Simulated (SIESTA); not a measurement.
**Na in SIESTA: convergence with vacuum**

The system is Na, a slab with vacuum.

```
Na
1.0
     3.66762    0.00000    0.00000
    -1.22254    3.45786    0.00000
     0.00000    0.00000   14.98380
Na
4
Direct
  0.50000 0.50000 0.20022
  0.00000 0.00000 0.40007
  0.50000 0.50000 0.59993
  0.00000 0.00000 0.79978
```

The slab is cut from a database's or a generator's crystal, which needn't be the stable form of the element.

| Quantity | Value |
| --- | --- |
| Program | SIESTA 5.4.2 |
| Task | single point |
| Functional | PBE |
| Potentials or basis | PseudoDojo 0.4 standard (PBE files) |
| Basis | DZP (energy shift 0.003 Ry; two zetas on semicore shells) |
| Grid cutoff | 800 Ry |
| Energy shift | 0.003 Ry |
| k mesh | 6 × 6 × 1 |
| Occupations | fermi-dirac, width 0.05 eV |
| Spin | no spin polarisation |

These are the settings of the first run; the series varies vacuum, with any setting tied to it.

Hardware: 1 thread of Arm Neoverse V1, on a shared host.

| vacuum | energy less the tightest run, at zero smearing (meV/atom) | largest force (eV/Å) | SCF cycles | CPU time (s) | peak memory (GiB) |
| --- | --- | --- | --- | --- | --- |
| 6 | -16.52 | 0.021 | 11 | 50 | 0.45 |
| 8 | -0.50 | 0.016 | 11 | 52 | 0.47 |
| 10 | 0.03 | 0.016 | 11 | 51 | 0.47 |
| 12 | -0.03 | 0.007 | 12 | 55 | 0.48 |
| 15 | -0.05 | 0.013 | 11 | 54 | 0.51 |
| 20 | 0.00 | 0.010 | 11 | 53 | 0.52 |

Against the tightest run, the energy stays within 1 meV/atom from 8 on; the largest force stays within 0.005 eV/Å from 12 on. The tightest run that finished is the yardstick and may itself not be fully converged.
